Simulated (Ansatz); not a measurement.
# FGeH5O2Si: up Jacob's ladder to CCSD(T)

One table from this session's results is given with a row withheld; the runs are named, their logs left out.

Method: functionals in def2-TZVPP, the program's frozen cores in correlated methods; program: Ansatz 0.2.0, Gaussian basis.

Plan: LDA (SPW92), PBE-D4, revPBE-D4, BLYP-D4, r2SCAN-D4, B97M-V, PBE0-D4, B3LYP-D4, r2SCANh-D4, r2SCAN0-D4, HSE06-D4, BHLYP-D4, CAM-B3LYP-D4, LC-ωPBE, ωB97X-V, ωB97M-V, B2PLYP, PBE-QIDH; CCSD(T)/def2-SVP; CCSD(T)/def2-TZVPP; MP2/def2-QZVPP; extrapolation to the limit; RPA on PBE.

### The geometry

The geometry comes from an earlier relaxation with PBE0-D4 in a triple-zeta def2 set; it is a stationary point, not always the lowest conformer.

SMILES `[OH][GeH2][SiH](O)F`, 10 atoms, charge 0, spin multiplicity 1.

Atoms are counted from 1 here; the program's logs count them from 0.

Bond lengths: O1–Ge2 1.787 Å, O1–H6 0.961 Å, Ge2–Si3 2.391 Å, Ge2–H7 1.538 Å, Ge2–H8 1.541 Å, Si3–O4 1.641 Å, Si3–F5 1.600 Å, Si3–H9 1.486 Å, O4–H10 0.959 Å. Angles: Ge2–O1–H6 110.4°, O1–Ge2–Si3 105.3°, O1–Ge2–H7 107.8°, O1–Ge2–H8 108.1°, Si3–Ge2–H7 113.7°, Si3–Ge2–H8 112.5°, H7–Ge2–H8 109.1°, Ge2–Si3–O4 101.3°, Ge2–Si3–F5 111.6°, Ge2–Si3–H9 117.6°, O4–Si3–F5 110.4°, O4–Si3–H9 110.9°, F5–Si3–H9 105.1°, Si3–O4–H10 119.8°.

The first run:

in.yaml

```yaml
crystal:
  periodic: [false, false, false]
  atoms:
    - {symbol: O, position_ang: [-1.248802, 0.471898, 1.735287]}
    - {symbol: Ge, position_ang: [-1.028836, 0.972383, 0.033656]}
    - {symbol: Si, position_ang: [0.771028, -0.368144, -0.791083]}
    - {symbol: O, position_ang: [1.063001, -1.341027, 0.497499]}
    - {symbol: F, position_ang: [2.061202, 0.518005, -1.123943]}
    - {symbol: H, position_ang: [-0.651250, -0.249392, 1.951952]}
    - {symbol: H, position_ang: [-0.731353, 2.481558, 0.021112]}
    - {symbol: H, position_ang: [-2.350083, 0.711833, -0.715824]}
    - {symbol: H, position_ang: [0.526220, -1.171575, -2.016694]}
    - {symbol: H, position_ang: [1.671972, -2.076839, 0.411036]}
basis:
  gaussian: {orbitals: def2-TZVPP}
hamiltonian: {xc: lda}
output: {orbitals: {seedname: orbitals}}
```

Command:

```console
ansatz run in.yaml --threads 4 --pin off --events-out ev --progress --plain --max-ram 10444MiB
```

Among the steps run: LDA; PBE-D4 (GGA); revPBE-D4 (GGA); BLYP-D4 (GGA); r2SCAN-D4 (meta-GGA); B97M-V (meta-GGA); PBE0-D4 (hybrid); B3LYP-D4 (hybrid); r2SCANh-D4 (hybrid); r2SCAN0-D4 (hybrid); HSE06-D4 (hybrid); BHLYP-D4 (hybrid); CAM-B3LYP-D4 (range-separated); LC-ωPBE (range-separated); ωB97X-V (range-separated); ωB97M-V (range-separated); B2PLYP (double hybrid); PBE-QIDH (double hybrid).

One of the session's tables, all rows but one given; the rest of the session is left out.

It belongs to the step «Orbital energies across the functionals». 

| functional | HOMO (eV) | gap (eV) |
| --- | --- | --- |
| LDA (SPW92) | -6.84 | 5.04 |
| PBE-D4 | -6.72 | 5.16 |
| revPBE-D4 | -6.66 | 5.22 |
| BLYP-D4 | -6.62 | 5.16 |
| r2SCAN-D4 | -7.08 | 5.84 |
| B97M-V | -7.22 | 5.80 |
| PBE0-D4 | -8.14 | 7.42 |
| B3LYP-D4 | -7.94 | 6.99 |
| r2SCANh-D4 | -7.63 | 6.67 |
| r2SCAN0-D4 | -8.33 | 7.80 |
| HSE06-D4 | -7.74 | 6.65 |
| BHLYP-D4 | -9.33 | 9.44 |
| CAM-B3LYP-D4 | -9.47 | 9.72 |
| LC-ωPBE | -10.75 | 12.23 |
| ωB97X-V | -10.43 | 11.74 |
| ωB97M-V | ? | ? |

Estimate the missing values for ωB97M-V.

As computed: HOMO (eV): -10.23; gap (eV): 11.24. In the column «HOMO (eV)» it lies between ωB97X-V (-10.43) and CAM-B3LYP-D4 (-9.47).
